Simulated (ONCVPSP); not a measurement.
# Gold: generating and testing an ONCV potential

Aim: build the potential from the settings below, then test how well it stands in for the atom: other configurations, scattering, ghost states and the plane-wave cutoff that it needs.

Method: ONCVPSP 4.0.1.1 (patched build), PBE, scalar-relativistic.

### 1 The design

The settings as typed:

```json
{"element": "gold (Au, Z = 79)", "type": "optimised norm-conserving Vanderbilt (ONCV)", "frozen core": "[Kr] 4d10 4f14 5s2", "valence charge": "17", "reference configuration": "5p6 5d9 6s2", "partial waves": "6s: rc 2.40 bohr, ncon 4, nbas 8, qcut 3 1/bohr, 1 projector; 5p: rc 1.50 bohr, ncon 5, nbas 10, qcut 7.8 1/bohr, 3 projectors, debl 3.3 Ha; 5d: rc 1.40 bohr, ncon 4, nbas 8, qcut 8.1 1/bohr, 2 projectors, debl 3.1 Ha", "local potential": "polynomial inside 1.00 bohr (lpopt 1, dvloc0 3 Ha)", "core correction": "polynomial model core, fcfact 0.45"}
```

The outer shells as boxes (Hund's rule for the drawing; the calculation is spin-unpolarised):

```
[Kr] core
4d [↑↓][↑↓][↑↓][↑↓][↑↓]
4f [↑↓][↑↓][↑↓][↑↓][↑↓][↑↓][↑↓]
5s [↑↓]
5p [↑↓][↑↓][↑↓]
5d [↑↓][↑↓][↑↓][↑↓][↑ ]
6s [↑↓]
```

An earlier all-electron run gives the scale for the radii.

All-electron outer shells of the reference configuration (PBE, scalar-relativistic, ld1.x):

| shell | level (eV) | outermost node (bohr) | outermost maximum (bohr) |
| --- | --- | --- | --- |
| 4f | -84.16 | – | 0.37 |
| 5p | -62.53 | 0.52 | 0.96 |
| 5d | -8.95 | 0.56 | 1.20 |
| 6s | -6.66 | 1.11 | 2.27 |
| 6p | -1.10 | 1.31 | 3.38 |

### 2 Generation

Au.dat

```
# ATOM AND REFERENCE CONFIGURATION
# atsym  z   nc   nv     iexc    psfile
  Au 79.00   11    3        4      upf
#
#   n    l    f
    1    0    2.00
    2    0    2.00
    2    1    6.00
    3    0    2.00
    3    1    6.00
    3    2   10.00
    4    0    2.00
    4    1    6.00
    4    2   10.00
    4    3   14.00
    5    0    2.00
    5    1    6.00
    5    2    9.00
    6    0    2.00
#
# PSEUDOPOTENTIAL AND OPTIMIZATION
# lmax
    2
#
#   l,   rc,      ep,       ncon, nbas, qcut
    0    2.40    0.00    4    8    3.00
    1    1.50    0.00    5   10    7.80
    2    1.40    0.00    4    8    8.10
#
# LOCAL POTENTIAL
# lloc, lpopt,  rc(5),   dvloc0
    4    1    1.00    3.00
#
# VANDERBILT-KLEINMAN-BYLANDER PROJECTORs
# l, nproj, debl
    0    1    1.50
    1    3    3.30
    2    2    3.10
#
# MODEL CORE CHARGE
# icmod, fcfact, rcfact
    1    0.45    0.00
#
# LOG DERIVATIVE ANALYSIS
# epsh1, epsh2, depsh
   -4.00    5.00    0.02
#
# OUTPUT GRID
# rlmax, drl
    6.00    0.01
#
# TEST CONFIGURATIONS
# ncnf
    4
# nvcnf
#   n    l    f
    3
    5    1    6.00
    5    2   10.00
    6    0    1.00
#
    3
    5    1    6.00
    5    2   10.00
    6    0    0.00
#
    3
    5    1    6.00
    5    2    9.00
    6    0    0.00
#
    3
    5    1    6.00
    5    2   10.00
    6    0    0.50
#
```

The run is started by

```console
$ oncvpsp.x < Au.dat > Au.out
```

**Question.** What will these runs give? Wanted: cutoffs for 1 and 0.1 mHa per electron, occupied waves; bound ghosts; GHOST(+) flags; largest test error; largest phase difference near zero energy, channels read; rms error of d²Exc/dn², without and with the model core.

**Answer**, as computed:

| quantity | value |
| --- | --- |
| cutoffs for 1 and 0.1 mHa per electron, occupied waves | 26 Ha and 61 Ha |
| bound ghosts | s at -231.04 eV |
| GHOST(+) flags | none at low energy |
| largest test error (AE − PS) | -74 meV, for 5p6 5d10 6s0 |
| largest phase difference near zero energy, channels read | 0.016 rad |
| rms error of d²Exc/dn², without and with the model core | 4.01 and 0.57 mHa |

In words: A bound ghost (s) makes it unfit for use: electrons can fall into a state that the atom doesn't have. The worst unpolarised test, 5p6 5d10 6s0, is off by 74 meV on 7.7 eV; by total energies transferability rates as fair. The potential is of middling hardness: the looser tolerance needs 26 Ha. At the looser tolerance the 5p wave is the slowest; 5d needs 20 Ha. Near zero energy the phases of the channels with partial waves agree within 0.016 rad. All of this concerns the isolated atom, not yet a solid.
